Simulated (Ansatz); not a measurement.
# CH6ClFSi2: ladder of methods at one geometry

Wanted for CH6ClFSi2: a ladder of methods at one geometry.

Computed with the Python package of Ansatz 0.2.0. The levels of theory stand in the script.

### Step 1. The structure

Bond lengths: F1–C2 1.360 Å, C2–Si3 1.822 Å, C2–Si4 1.870 Å, Si4–Cl5 2.066 Å, C2–H6 1.093 Å, Si3–H7 1.547 Å, Si3–H8 1.444 Å, Si3–H9 1.526 Å, Si4–H10 1.510 Å, Si4–H11 1.405 Å. Angles (14 of 18 angles, heavy atoms first): F1–C2–Si3 107.9°, F1–C2–Si4 107.8°, Si3–C2–Si4 105.9°, C2–Si4–Cl5 108.9°, F1–C2–H6 109.1°, Si3–C2–H6 111.6°, Si4–C2–H6 114.2°, C2–Si3–H7 111.8°, C2–Si3–H8 112.6°, C2–Si3–H9 111.5°, C2–Si4–H10 107.9°, C2–Si4–H11 114.7°, Cl5–Si4–H10 103.8°, Cl5–Si4–H11 109.8°.

The script holds or builds the structure itself.

### Step 2. The code

methods_ch6clfsi2.py reads:

```python
'''CH6ClFSi2 at several levels of theory.'''

from pathlib import Path
import logging
import sys

import ansatz as az
from ase import Atoms
import numpy as np

logging.basicConfig(stream=sys.stdout, format='%(levelname)s %(message)s')
log = logging.getLogger('calc')
log.setLevel(logging.INFO)

atoms = Atoms(['F', 'C', 'Si', 'Si', 'Cl', 'H', 'H', 'H', 'H', 'H', 'H'], positions=[
    [0.1312, 1.6558, 0.9246],
    [-0.457, 0.6101, 0.2846],
    [-0.1022, -0.9017, 1.2368],
    [0.4007, 0.3922, -1.3625],
    [-0.1449, 1.9449, -2.6119],
    [-1.5317, 0.7953, 0.2089],
    [1.419, -1.1396, 1.3906],
    [-0.6286, -2.0905, 0.6082],
    [-0.6408, -0.8061, 2.6609],
    [-0.1819, -0.8292, -2.0314],
    [1.8016, 0.3118, -1.2881],
])
mol = az.Crystal.molecule_from_ase(atoms)

job = mol.calculation().basis(gaussian='cc-pVDZ')

log.info('functional    E (Ha)        dipole (D)   HOMO (eV)  LUMO (eV)')
for name in ['b3lyp', 'pbe', 'hf', 'r2scan', 'lc_wpbe', 'r2scan0']:
    data = job.functional(name).forces().orbitals().run(threads=1, backend='cpu', runs_dir='runs').report
    lines = Path(data['orbitals_path']).read_text().splitlines()
    field_of = lambda key: [line.split('=')[1].strip() for line in lines if line.startswith(key)]
    orbitals = [(27.211386 * float(e), s, float(n)) for e, s, n in zip(field_of('Ene='), field_of('Spin='), field_of('Occup='))]
    homo = max(e for e, _, n in orbitals if n > 0.5)
    lumo = min(e for e, _, n in orbitals if n < 0.5)
    dipole = 4.803205 * np.linalg.norm(data['charge_distribution']['dipole_moment_e_ang'])
    log.info(f'{name:10s} {data["free_energy_ev"] / 27.211386246:14.6f} {dipole:9.3f} {homo:11.3f} {lumo:10.3f}')
```

### Step 3. What the engine is handed

The engine receives this input (first run):

```yaml
crystal:
  periodic: [false, false, false]
  atoms:
    - { symbol: F, position_ang: [0.1312, 1.6558, 0.9246] }
    - { symbol: C, position_ang: [-0.457, 0.6101, 0.2846] }
    - { symbol: Si, position_ang: [-0.1022, -0.9017, 1.2368] }
    - { symbol: Si, position_ang: [0.4007, 0.3922, -1.3625] }
    - { symbol: Cl, position_ang: [-0.1449, 1.9449, -2.6119] }
    - { symbol: H, position_ang: [-1.5317, 0.7953, 0.2089] }
    - { symbol: H, position_ang: [1.419, -1.1396, 1.3906] }
    - { symbol: H, position_ang: [-0.6286, -2.0905, 0.6082] }
    - { symbol: H, position_ang: [-0.6408, -0.8061, 2.6609] }
    - { symbol: H, position_ang: [-0.1819, -0.8292, -2.0314] }
    - { symbol: H, position_ang: [1.8016, 0.3118, -1.2881] }
basis:
  gaussian:
    orbitals: cc-pVDZ
hamiltonian:
  xc: b3lyp
output:
  orbitals: {}
  forces: true
```

### Step 4. Launch

On the command line:

```console
python methods_ch6clfsi2.py
```

Standard output:

```text
INFO functional    E (Ha)        dipole (D)   HOMO (eV)  LUMO (eV)
INFO b3lyp        -1180.805396     1.636      -7.927     -0.440
INFO pbe          -1180.099484     1.488      -6.752     -1.162
INFO hf           -1178.182186     2.061     -11.552      3.144
INFO r2scan       -1180.600750     1.646      -7.121     -0.931
INFO lc_wpbe      -1180.362844     1.801     -10.880      1.906
INFO r2scan0      -1180.578597     1.785      -8.435     -0.196
```

It took 46 s on 1 thread of Arm Neoverse V1, shared host; peak memory 0.35 GiB.

### Step 5. What changed from run to run

The engine's inputs for some of the other runs:

Run 2, against run 1:

```diff
@@ -19 +19 @@
-  xc: b3lyp
+  xc: pbe
```

Run 3, against run 1:

```diff
@@ -19 +19 @@
-  xc: b3lyp
+  xc: hf
```

Run 5, against run 1:

```diff
@@ -19 +19 @@
-  xc: b3lyp
+  xc: lc_wpbe
```

### Step 6. Run by run

The 6 runs, in the order started:

```
run  functional  energy (eV)  SCF cycles  CPU time (s)
  1       b3lyp  -32131.3517          17           6.9
  2         pbe  -32112.1429          16           4.9
  3          hf  -32059.9705          12           3.2
  4      r2scan  -32125.7830          17            11
  5     lc_wpbe  -32119.3092          16           6.2
  6     r2scan0  -32125.1802          17            13
```

Totals under unlike functionals or potentials can't be compared directly.

The fields below are those of run 1.

### Step 7. The molecule's orbitals and density

Orbitals, density, ELF and potential are computed afterwards from the orbital file.

Frontier orbitals at B3LYP/cc-pVDZ, with the share of their density that lies nearest to each atom:

```
orbital  energy (eV)                                       lies on
 HOMO-1        -8.57                   Cl5 72 %; H10 13 %; H11 7 %
   HOMO        -7.93                    C2 27 %; Cl5 24 %; F1 18 %
   LUMO        -0.44  Si4 21 %; Cl5 15 %; H10, H11 about 11 % each
```

ELF in a plane through or near 5 of the atoms.

Ten even steps from '0' (0.00) to '9' (1.00):
```
0000000000000000000000000000
0000000000000000000000000000
0000000000000000000000000000
0000000000000000000000000000
0000123310000000000010000000
0001356640000110000488400000
0003688861002442002899940000
0015874772145215536999981000
0026828274488348837999992000
0036843483159669321999981000
0025888753734655276277620000
0003565420512212121211000000
0000221123343001344200000000
0000000014653000243100000000
0000000013441000111000000000
0000000001110000000000000000
0000000000000000000000000000
0000000000000000000000000000
0000000000000000000000000000
0000000000000000000000000000
```
The map spans 11.6 Å across and 8.4 Å up, centred on the molecule. Atoms in the plane (x, y in Å): C2 (0.0, 0.8), Si3 (1.5, -0.2), Si4 (-1.4, -0.4), Cl5 (-3.2, 0.6), H9 (2.8, 0.7).

On the surface of density 0.002 e/bohr³ the electrostatic potential runs, from the 1st to the 99th percentile, from -0.58 V near F1 to 1.51 V near H6.

### Step 8. Outcome

| quantity | value |
| --- | --- |
| runs compared | 6 |
| HOMO-LUMO gap of the mean field (B3LYP/cc-pVDZ) | 7.49 eV |

In CPU time, run 6 (r2scan0) cost about 4.1 times as much as run 3 (hf). Caveats:
- The geometry is a force-field or estimated start, not a minimum of this method, and the basis set is short of its limit. A lower total doesn't mark the better method: functionals have no common bound, and MP2 and coupled cluster aren't variational.
- b3lyp holds the VWN-RPA fit, as in Gaussian; the form of ORCA and Turbomole is b3lyp5.
- Levels such as HOMO and LUMO are orbital energies: with these approximate functionals they aren't the ionisation energy and electron affinity, and their gap isn't the fundamental gap.
- For Al to Cl the sets with a tight d function, cc-pV(X+d)Z, are usual.
